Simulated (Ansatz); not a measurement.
**Mg2Au (fluorite type): how the settings move a relaxation**

How sensitive is a relaxation of Mg2Au (fluorite type) to its settings? A reference run comes first, then one run with altered input.

Computed with Ansatz 0.2.0 (reference: DFT, r2SCAN, PAW with Ansatz's default frozen-core files, scalar-relativistic, unless a step's input says otherwise).

1 further run of the same task is left out (it didn't finish).

## (1) The structure to begin with

The structure is cubic, space group Fm-3m (No. 225). The conventional cell has a = 6.192 Å, b = 6.192 Å, c = 6.192 Å, α = 90.00°, β = 90.00°, γ = 90.00°. Around Au (site symmetry m-3m) lie 8 Mg at 2.68 Å. Around Mg (site symmetry -43m) lie 4 Au at 2.68 Å.

Structure file:

```
Au Mg
1.0
     0.00000    3.09610    3.09610
     3.09610    0.00000    3.09610
     3.09610    3.09610    0.00000
Au Mg
1 2
Direct
  0.00000 0.00000 0.00000
  0.25000 0.25000 0.25000
  0.75000 0.75000 0.75000
```

## (2) The reference run

input.yaml

```yaml
crystal:
  lattice:
    - [0.0, 3.0960972392, 3.0960972392]
    - [3.0960972392, 0.0, 3.0960972392]
    - [3.0960972392, 3.0960972392, 0.0]
  atoms:
    - { symbol: Au, position: [0.0, 0.0, 0.0] }
    - { symbol: Mg, position: [0.25, 0.25, 0.25] }
    - { symbol: Mg, position: [0.75, 0.75, 0.75] }
kpoints:
  mp_grid: { grid: [10, 10, 10] }
scf:
  occupations: { method: fermi_dirac, width: 0.05 }
hamiltonian:
  xc: r2scan
  pseudopotentials: { kind: paw }
output:
  forces: true
  stress: true
  write_density: true
  write_potential: true
  elf: true
  volumetric_format: npy
relax:
  f_tol: 0.005
  max_steps: 50
  cell: {}
```

The run is started by

```sh
$ ansatz run input.yaml --threads 1 --pin off --max-ram 3072MiB --backend cpu --events-out ev --progress --plain --runs-dir out
```

## (3) Variant: occupations.method tetrahedron_uncorrected, n_extra_bands 8, xc_grid 1, width left out

input.yaml, as its differences from that of step 2:

```diff
@@ -12,3 +12,4 @@
 scf:
-  occupations: { method: fermi_dirac, width: 0.05 }
+  occupations: { method: tetrahedron_uncorrected }
+  n_extra_bands: 8
 hamiltonian:
@@ -27 +28,3 @@
   cell: {}
+basis:
+  xc_grid: 1
```

What does the calculation give? Wanted: for each run, ending; energy change; pressure; gap; force.

**Answer**, as computed:

```csv
run,ending,energy change,pressure (GPa),gap (eV),force (eV/Å),cycles,time
reference,converged,0,0.0,0.00,0.00,32,48 s
"1: occupations.method tetrahedron_uncorrected, n_extra_bands 8, xc_grid 1, width left out",converged,+29.1 meV/atom (σ→0),0.0,0.00,0.00,36,49 s
```

**Reading.** Changing the smearing, band count and numerical grids moves the energy by +29.1 meV/atom (σ→0 values), and the final volume goes from 65.28 to 65.42 Å³.
